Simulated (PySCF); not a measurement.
Set up this calculation in PySCF 2.14.0, as a Python script.

```
Task                                       : RPA correlation energy
Functional                                 : PBE
Potentials or basis                        : def2-svp (all-electron)
k mesh                                     : 1 × 1 × 1
Occupations                                : fixed
Spin                                       : no spin polarisation
Exponents discarded below (exp_to_discard) : 0 1/bohr^2
Frozen core bands                          : 6
conv_tol                                   : 1e-08 Ha
max_cycle                                  : 60
Relativity                                 : none
Coulomb method                             : Gaussian density fitting (GDF)
Grid for exchange and correlation          : Becke, atom-centred
Three-centre integrals                     : read from an earlier run's file
```

The structure of CClH3 lies in H3CCl.cif:

```cif
data_H3CCl
_cell_length_a 12.00000000
_cell_length_b 11.00000000
_cell_length_c 11.00000000
_cell_angle_alpha 90.00000000
_cell_angle_beta 90.00000000
_cell_angle_gamma 90.00000000
_space_group_name_H-M_alt 'P1'
_space_group_name_Hall 'P 1'
_space_group_IT_number 1
loop_
_space_group_symop_operation_xyz
'x,y,z'
loop_
_atom_site_label
_atom_site_type_symbol
_atom_site_symmetry_multiplicity
_atom_site_Wyckoff_symbol
_atom_site_fract_x
_atom_site_fract_y
_atom_site_fract_z
_atom_site_occupancy
C1 C 1 a 0.4664500000 0.4889863600 0.5020909100 1
Cl1 Cl 1 a 0.5989750000 0.4616409100 0.4362909100 1
H1 H 1 a 0.4527916700 0.4230409100 0.5742181800 1
H2 H 1 a 0.4031916700 0.4792500000 0.4319636400 1
H3 H 1 a 0.4653750000 0.5807772700 0.5388000000 1
```

The input as run:

run.py

```python
import json
import numpy as np
from pyscf.pbc import gto, scf, dft, df

cell = gto.Cell()
cell.basis = 'def2-svp'
cell.fromfile('H3CCl.cif')
cell.exp_to_discard = 0
cell.precision = 1e-08
cell.max_memory = 2520  # MB
cell.verbose = 4
cell.build()

res = {}
kpts = cell.make_kpts([1, 1, 1])
mf = dft.KRKS(cell, kpts, xc='pbe')
mf = mf.density_fit()
mf.with_df._cderi = 'cderi.h5'  # three-centre integrals saved by an earlier run on this cell, basis and mesh
mf.conv_tol = 1e-08
mf.max_cycle = 60

mf.kernel()
res.update(converged=bool(mf.converged), e_tot=mf.e_tot, nelec=cell.nelectron, nao=cell.nao, mesh=list(map(int, cell.mesh)), a=cell.lattice_vectors().tolist(), coords=cell.atom_coords().tolist(),
           mo_energy=[np.real(x).tolist() for x in mf.mo_energy], mo_occ=[np.real(x).tolist() for x in mf.mo_occ])
import h5py
print('fit functions by k pair:', sorted({v['0'].shape[0] for v in h5py.File(mf.with_df._cderi)['j3c'].values()}))
res.update(kpts=cell.get_scaled_kpts(kpts).tolist())
res['parts'] = {k: float(np.real(v)) for k, v in mf.scf_summary.items() if np.isscalar(v)}
json.dump(res, open('results.json', 'w'))
if not mf.converged:
    raise SystemExit('SCF not converged')

print('levels (eV)')
for i, kp in enumerate(res['kpts'][:40]):
    print('k %7.4f %7.4f %7.4f  ' % tuple(kp), ' '.join('%.3f' % (x * 27.211386) for x in res['mo_energy'][i][:18]))

# Mulliken populations
dm, s = np.asarray(mf.make_rdm1()), np.asarray(mf.get_ovlp())
sites = cell.aoslice_by_atom()[:, 2:]
tot = np.einsum('kij,kji->i', dm, s).real / len(kpts)
res['mulliken'] = [cell.atom_charge(i) - tot[a0:a1].sum() for i, (a0, a1) in enumerate(sites)]
print('Mulliken charges', np.round(res['mulliken'], 5))

from pyscf.pbc.gw.krpa import KRPA
rpa = KRPA(mf, frozen=6)
rpa.kernel()
res.update(e_corr=rpa.e_corr, e_hf=rpa.e_hf, e_rpa=rpa.e_tot)
rpa.fc = True  # again, with the correction for q -> 0
rpa.kernel()
res['e_corr_fc'] = rpa.e_corr
res['done'] = True
json.dump(res, open('results.json', 'w'))
```

Potentials or basis: def2-svp (all-electron).

Run with:

```sh
$ OMP_NUM_THREADS=2 python -u run.py > log
```

Results of the run:

| Item | Value |
| --- | --- |
| Gap between the frontier levels, mean-field level | 7.03 eV |
| Mulliken charges | C -0.05; Cl -0.18; H +0.08 e |
| RPA correlation energy | -2.564 eV/atom |
| RPA correlation energy per cell | -12.819 eV |

Caveat: the basis is small and the box finite, so much correlation energy is missing and levels can be off by tenths of an eV; Mulliken charges move with the basis; this is a molecule in a periodic box at the Γ point, so its band gap is the HOMO-LUMO gap; total energy, band gap and charges are those of the mean-field reference; the basis of atomic orbitals isn't converged, which shifts pressures, moduli and gaps.

It took 11 s on 2 threads of Intel(R) Xeon(R) Processor @ 2.70GHz (shared host), peak memory 1.3 GiB.
